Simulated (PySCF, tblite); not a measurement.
# C5H11FO: a rotation path, then NMR shifts on frames

How do NMR shifts of C5H11FO (`CCOCCCF`) change as the atoms move?

The runs use tblite 0.8.0 and PySCF 2.14.0, with density-fitted response routines of our own; the level of theory stands in each step. All values are computed, except where a source is named. Atoms count from 0, in the outputs and in this text.

## Step 1: Starting geometry

18 atoms, charge 0, multiplicity 1; geometry from: GFN2-xTB.

Bonds of the start (Å): C0–C1 1.52, C1–O2 1.41, O2–C3 1.41, C3–C4 1.53, C4–C5 1.52, C5–F6 1.38, C0–H7 1.09, C0–H8 1.09, C0–H9 1.09, C1–H10 1.10, C1–H11 1.10, C3–H12 1.10, C3–H13 1.10, C4–H14 1.09, C4–H15 1.09, C5–H16 1.09, C5–H17 1.09.

## Step 2: The rotation path with GFN2-xTB

What the job is given:

```
{"job": {"kind": "neb", "xc": "GFN2-xTB", "basis": "xTB", "atoms": [3, 4, 5, 6], "turn": 120}, "charge": 0, "multiplicity": 1}
C      2.634153     0.699127    -0.797362
C      1.750421    -0.296087    -0.063740
O      0.409225    -0.058889    -0.425918
C     -0.504017    -0.917062     0.215466
C     -1.916741    -0.525972    -0.209044
C     -2.302327     0.832796     0.356296
F     -2.445665     0.757605     1.723189
H      2.500667     0.589366    -1.869809
H      3.676703     0.526734    -0.545837
H      2.360710     1.712666    -0.517987
H      1.869662    -0.185376     1.026134
H      2.031786    -1.328081    -0.329535
H     -0.300752    -1.963833    -0.062482
H     -0.406448    -0.831488     1.308887
H     -1.960305    -0.472079    -1.296519
H     -2.621507    -1.279982     0.143110
H     -3.264019     1.176612    -0.037062
H     -1.520303     1.570258     0.157225
```

Method: GFN2-xTB climbing-image nudged elastic band, gas phase.

Launch:

```console
$ OMP_NUM_THREADS=1 python probes_run.py task.json out
```

One launch serves the whole session: the jobs run in the order shown.

Log:

```text
image   E - E0 / eV
  0      -0.0000
  1       0.0266
  2       0.0928
  3       0.1710
  4       0.2208
  5       0.2206
  6       0.1808
  7       0.1401
  8       0.1178
```

Run time: 5.8 s. Hardware: 1 thread, shared host.

The final band, with the dihedral C3–C4–C5–F6:

```csv
image,dihedral (°),energy (eV),energy (kcal/mol)
0,-69,0.000,0.0
1,-53,0.027,0.6
2,-37,0.093,2.1
3,-20,0.171,3.9
4,-2,0.221,5.1
5,16,0.221,5.1
6,36,0.181,4.2
7,54,0.140,3.2
8,70,0.118,2.7
```

## Step 3: Nuclear shieldings: image 0, PBE0/pcSseg-1

What the job is given:

```
{"job": {"kind": "nmr", "xc": "PBE0", "basis": "pcSseg-1", "pop": false}, "charge": 0, "multiplicity": 1}
C      2.634200     0.699100    -0.797400
C      1.750400    -0.296100    -0.063700
O      0.409200    -0.058900    -0.425900
C     -0.504000    -0.917100     0.215500
C     -1.916700    -0.526000    -0.209000
C     -2.302300     0.832800     0.356300
F     -2.445700     0.757600     1.723200
H      2.500700     0.589400    -1.869800
H      3.676700     0.526700    -0.545800
H      2.360700     1.712700    -0.518000
H      1.869700    -0.185400     1.026100
H      2.031800    -1.328100    -0.329500
H     -0.300800    -1.963800    -0.062500
H     -0.406400    -0.831500     1.308900
H     -1.960300    -0.472100    -1.296500
H     -2.621500    -1.280000     0.143100
H     -3.264000     1.176600    -0.037100
H     -1.520300     1.570300     0.157200
```

Method: GIAO PBE0/pcSseg-1 NMR shielding, non-relativistic, gas phase.

Log:

```text
coarse grid: 14424 points
cycle   1  E = -371.6024134600  dE =  6.399e-01  |g| = 6.895e-01  |ddm| = 3.444e+00
cycle   2  E = -371.5263695434  dE =  7.604e-02  |g| = 9.738e-01  |ddm| = 1.304e+00
cycle   3  E = -371.6889264645  dE = -1.626e-01  |g| = 8.636e-02  |ddm| = 8.410e-01
cycle   4  E = -371.6900788159  dE = -1.152e-03  |g| = 3.945e-02  |ddm| = 7.714e-02
cycle   5  E = -371.6903795458  dE = -3.007e-04  |g| = 6.788e-03  |ddm| = 2.915e-02
cycle   6  E = -371.6903846806  dE = -5.135e-06  |g| = 3.432e-03  |ddm| = 5.868e-03
cycle   7  E = -371.6903868482  dE = -2.168e-06  |g| = 2.024e-04  |ddm| = 2.397e-03
final grid: 137944 points
cycle   8  E = -371.7499748360  dE = -4.014e-05  |g| = 1.262e-02  |ddm| = 2.548e-02
cycle   9  E = -371.7499508332  dE =  2.400e-05  |g| = 1.737e-02  |ddm| = 1.774e-02
cycle  10  E = -371.7500062587  dE = -5.543e-05  |g| = 1.552e-03  |ddm| = 1.055e-02
cycle  11  E = -371.7500067657  dE = -5.070e-07  |g| = 1.729e-04  |ddm| = 1.498e-03
cycle  12  E = -371.7500067703  dE = -4.608e-09  |g| = 9.635e-05  |ddm| = 1.952e-04
cycle  13  E = -371.7500067715  dE = -1.262e-09  |g| = 2.181e-05  |ddm| = 6.545e-05
cycle  14  E = -371.7500067716  dE = -7.697e-11  |g| = 3.168e-06  |ddm| = 1.737e-05
converged SCF energy = -371.7500067716

GIAO shielding tensors (ppm)
atom      isotropic    diamagn.    paramagn.     s11        s22        s33       span
  0 C      168.955     246.613     -77.658    153.510    167.443    185.913     32.403
  1 C      115.811     244.770    -128.959     84.112     96.763    166.557     82.444
  2 O      285.701     401.011    -115.310    234.935    303.600    318.569     83.634
  3 C      117.410     246.521    -129.112     87.510     96.934    167.785     80.275
  4 C      150.466     249.199     -98.733    142.635    151.997    156.765     14.130
  5 C      104.555     242.270    -137.715     67.735     83.519    162.411     94.676
  6 F      427.445     473.740     -46.294    377.504    435.998    468.834     91.330
  7 H       30.292      29.404       0.888     26.471     28.577     35.830      9.359
  8 H       30.710      27.175       3.535     26.764     27.745     37.621     10.857
  9 H       30.235      30.025       0.210     26.279     28.874     35.552      9.273
 10 H       28.132      31.302      -3.169     24.102     27.776     32.519      8.417
 11 H       28.076      30.548      -2.471     23.948     27.563     32.719      8.771
 12 H       28.109      31.414      -3.305     23.726     27.585     33.016      9.291
 13 H       27.907      32.039      -4.131     24.021     27.963     31.738      7.717
 14 H       30.059      31.171      -1.112     25.955     28.968     35.254      9.298
 15 H       29.846      29.154       0.693     25.755     28.083     35.702      9.947
 16 H       26.985      27.388      -0.404     22.311     27.190     31.453      9.142
 17 H       26.700      30.424      -3.723     22.675     27.692     29.734      7.058
```

Run time: 73 s. Hardware: 1 thread, shared host.

The references, computed at this level on geometries of the same kind, shield at (ppm): 1H TMS 31.72, 13C TMS 186.9, 19F CFCl3 170.9, 17O H2O 336.1. Their shielding less the atom's gives the shift. The references are single molecules in the gas phase, so shifts against H2O, NH3, PH3, H3PO4 or CFCl3 are not on the usual liquid scales and can be off by tens of ppm. Each atom is listed at this fixed geometry, with no averaging over motion; a spectrum would average atoms that exchange fast.

```
atoms                         environment  σ (ppm)  δ (ppm)
   C5                 sp3 CH2 bonded to F    104.6     82.4
   C1                 sp3 CH2 bonded to O    115.8     71.1
   C3                 sp3 CH2 bonded to O    117.4     69.5
   C4                             sp3 CH2    150.5     36.5
   C0                       methyl carbon    169.0     18.0
  H17  hydrogen on an sp3 CH2 bonded to F    26.70     5.02
  H16  hydrogen on an sp3 CH2 bonded to F    26.98     4.73
  H13  hydrogen on an sp3 CH2 bonded to O    27.91     3.81
  H11  hydrogen on an sp3 CH2 bonded to O    28.08     3.64
  H12  hydrogen on an sp3 CH2 bonded to O    28.11     3.61
  H10  hydrogen on an sp3 CH2 bonded to O    28.13     3.58
  H15              hydrogen on an sp3 CH2    29.85     1.87
  H14              hydrogen on an sp3 CH2    30.06     1.66
   H9         hydrogen on a methyl carbon    30.23     1.48
   H7         hydrogen on a methyl carbon    30.29     1.42
   H8         hydrogen on a methyl carbon    30.71     1.01
   O2                        ether oxygen    285.7     50.4
   F6           fluorine on an sp3 carbon    427.4   -256.5
```

Orbitals, density, ELF and potential are computed afterwards from the orbital file.

Frontier orbitals at PBE0/pcSseg-1, with the share of their density that lies nearest to each atom:

```csv
orbital,energy (eV),lies on
HOMO,-7.43,O2 61 %; 4 H atoms about 7 % each
LUMO,1.53,"H10, H11, H12 about 14 % each; H8, H13 about 7 % each"
```

ELF in a plane through or near 11 of the atoms.

Values, 10 rows by 14 columns:
```
0.00 0.00 0.00 0.00 0.00 0.00 0.00 0.00 0.00 0.00 0.00 0.00 0.00 0.00
0.00 0.00 0.00 0.00 0.00 0.00 0.00 0.00 0.00 0.00 0.00 0.00 0.00 0.00
0.00 0.00 0.00 0.07 0.89 0.41 0.00 0.01 0.86 0.22 0.16 0.07 0.00 0.00
0.00 0.00 0.07 0.27 1.00 0.81 0.05 0.01 1.00 0.82 0.98 0.97 0.01 0.00
0.00 0.01 0.96 0.94 0.33 0.26 0.81 0.56 0.31 0.16 0.80 0.49 0.00 0.00
0.00 0.00 0.93 0.87 0.72 0.22 0.58 0.77 0.85 0.43 0.32 0.01 0.00 0.00
0.00 0.00 0.01 0.01 0.92 0.97 0.08 0.46 0.66 0.84 1.00 0.20 0.00 0.00
0.00 0.00 0.00 0.01 0.96 0.96 0.13 1.00 0.56 0.11 0.73 0.01 0.00 0.00
0.00 0.00 0.00 0.00 0.01 0.01 0.03 0.75 0.10 0.00 0.00 0.00 0.00 0.00
0.00 0.00 0.00 0.00 0.00 0.00 0.00 0.00 0.00 0.00 0.00 0.00 0.00 0.00
```
The map spans 12.6 Å across and 9.1 Å up, centred on the molecule. Atoms in the plane (x, y in Å): C0 (-2.7, 0.6), O2 (-0.5, 0.0), C3 (0.6, -0.9), C5 (2.3, 0.9), H8 (-3.7, 0.4), H9 (-2.5, 1.6), H11 (-2.0, -1.4), H12 (0.4, -1.9), H15 (2.7, -1.1), H16 (3.2, 1.4), H17 (1.5, 1.6).

log10 of the density (e/Å³) in the same plane.

Values, 10 rows by 14 columns:
```
-4.0 -4.0 -4.0 -4.0 -4.0 -4.0 -4.0 -4.0 -4.0 -4.0 -4.0 -4.0 -4.0 -4.0
-4.0 -4.0 -4.0 -3.6 -3.2 -3.5 -4.0 -3.8 -3.2 -3.1 -3.3 -3.8 -4.0 -4.0
-4.0 -4.0 -3.2 -2.2 -1.5 -2.0 -3.3 -2.7 -1.5 -1.6 -1.8 -2.5 -3.6 -4.0
-4.0 -3.5 -2.0 -1.0  0.2 -0.9 -1.8 -1.7 -0.1  0.0  0.0 -1.2 -2.9 -4.0
-4.0 -2.9 -1.1  0.0  0.8 -0.5 -0.2 -0.7 -0.6  0.4  0.0 -1.4 -3.0 -4.0
-4.0 -3.1 -1.4 -0.6 -0.1  0.4  0.7  0.2  0.0  0.2 -0.7 -2.2 -3.6 -4.0
-4.0 -3.9 -2.7 -2.0 -0.4  0.1 -0.7  0.2 -0.1 -0.2 -0.3 -2.1 -3.7 -4.0
-4.0 -4.0 -4.0 -2.8 -1.3 -1.1 -1.4 -0.2 -1.0 -1.6 -1.7 -2.9 -4.0 -4.0
-4.0 -4.0 -4.0 -3.7 -2.8 -2.6 -2.3 -1.7 -2.2 -3.0 -3.3 -4.0 -4.0 -4.0
-4.0 -4.0 -4.0 -4.0 -4.0 -4.0 -3.9 -3.6 -3.9 -4.0 -4.0 -4.0 -4.0 -4.0
```
The map spans 12.6 Å across and 9.1 Å up, centred on the molecule. Atoms in the plane (x, y in Å): C0 (-2.7, 0.6), O2 (-0.5, 0.0), C3 (0.6, -0.9), C5 (2.3, 0.9), H8 (-3.7, 0.4), H9 (-2.5, 1.6), H11 (-2.0, -1.4), H12 (0.4, -1.9), H15 (2.7, -1.1), H16 (3.2, 1.4), H17 (1.5, 1.6).

On the surface of density 0.002 e/bohr³ the electrostatic potential runs, from the 1st to the 99th percentile, from -1.20 V near O2 to 0.72 V near H16.

## Step 4: NMR shieldings: image 2, PBE0/pcSseg-1

What the job is given:

```
{"job": {"kind": "nmr", "xc": "PBE0", "basis": "pcSseg-1", "pop": false}, "charge": 0, "multiplicity": 1}
C      2.659400     0.692300    -0.717400
C      1.738500    -0.306100    -0.036100
O      0.413200    -0.057900    -0.445200
C     -0.515900    -0.927400     0.151800
C     -1.934600    -0.517300    -0.234400
C     -2.326200     0.847400     0.335600
F     -1.815500     1.033400     1.597000
H      2.572400     0.599100    -1.796100
H      3.689200     0.509200    -0.423600
H      2.380200     1.702600    -0.434200
H      1.816600    -0.210500     1.058900
H      2.026900    -1.336600    -0.301700
H     -0.330600    -1.963000    -0.180500
H     -0.409300    -0.899800     1.247300
H     -2.007900    -0.460800    -1.321000
H     -2.614900    -1.289200     0.124700
H     -3.414200     0.933200     0.434000
H     -1.936100     1.657700    -0.284000
```

Method: GIAO PBE0/pcSseg-1 NMR shielding, non-relativistic, gas phase.

Log:

```text
coarse grid: 14424 points
cycle   1  E = -371.5983279392  dE =  6.407e-01  |g| = 6.904e-01  |ddm| = 3.450e+00
cycle   2  E = -371.5202202482  dE =  7.811e-02  |g| = 9.801e-01  |ddm| = 1.346e+00
cycle   3  E = -371.6855552306  dE = -1.653e-01  |g| = 8.532e-02  |ddm| = 8.686e-01
cycle   4  E = -371.6866708770  dE = -1.116e-03  |g| = 3.934e-02  |ddm| = 7.616e-02
cycle   5  E = -371.6869761279  dE = -3.053e-04  |g| = 6.555e-03  |ddm| = 2.940e-02
cycle   6  E = -371.6869808717  dE = -4.744e-06  |g| = 3.369e-03  |ddm| = 5.798e-03
cycle   7  E = -371.6869829162  dE = -2.044e-06  |g| = 2.019e-04  |ddm| = 2.378e-03
final grid: 137944 points
cycle   8  E = -371.7470558472  dE = -4.154e-05  |g| = 1.265e-02  |ddm| = 2.674e-02
cycle   9  E = -371.7470318843  dE =  2.396e-05  |g| = 1.736e-02  |ddm| = 1.820e-02
cycle  10  E = -371.7470875480  dE = -5.566e-05  |g| = 1.582e-03  |ddm| = 1.081e-02
cycle  11  E = -371.7470880713  dE = -5.233e-07  |g| = 1.667e-04  |ddm| = 1.529e-03
cycle  12  E = -371.7470880759  dE = -4.617e-09  |g| = 8.691e-05  |ddm| = 1.967e-04
cycle  13  E = -371.7470880769  dE = -1.009e-09  |g| = 2.367e-05  |ddm| = 6.160e-05
cycle  14  E = -371.7470880770  dE = -8.947e-11  |g| = 3.083e-06  |ddm| = 1.941e-05
converged SCF energy = -371.7470880770

GIAO shielding tensors (ppm)
atom      isotropic    diamagn.    paramagn.     s11        s22        s33       span
  0 C      169.036     246.674     -77.638    153.593    167.487    186.027     32.434
  1 C      115.794     244.831    -129.036     83.455     97.068    166.861     83.407
  2 O      286.022     401.038    -115.017    241.919    296.949    319.196     77.277
  3 C      118.050     246.058    -128.008     85.023     96.426    172.701     87.679
  4 C      152.907     250.515     -97.608    142.486    153.587    162.648     20.162
  5 C      105.436     238.186    -132.749     66.417     84.441    165.451     99.035
  6 F      435.708     476.902     -41.194    388.691    444.990    473.443     84.752
  7 H       30.318      29.433       0.885     26.473     28.584     35.897      9.424
  8 H       30.745      27.261       3.484     26.810     27.779     37.647     10.837
  9 H       30.244      30.136       0.108     26.259     28.934     35.538      9.279
 10 H       28.165      31.421      -3.255     24.175     27.882     32.438      8.263
 11 H       28.172      30.591      -2.420     24.102     27.628     32.785      8.683
 12 H       28.082      31.398      -3.315     23.527     27.518     33.202      9.674
 13 H       27.743      31.897      -4.153     24.160     27.935     31.134      6.974
 14 H       29.915      31.125      -1.210     26.625     28.194     34.925      8.300
 15 H       29.891      29.645       0.246     25.209     28.301     36.164     10.955
 16 H       26.862      26.586       0.277     22.314     26.731     31.542      9.228
 17 H       26.800      29.148      -2.347     23.067     26.614     30.720      7.652
```

It took 58 s on 1 thread, shared host.

Key values: δ C5 81.5, C1 71.1, C3 68.9, C4 34.0, H17 4.92, H16 4.85 ppm.

[end of part 1 of 2]
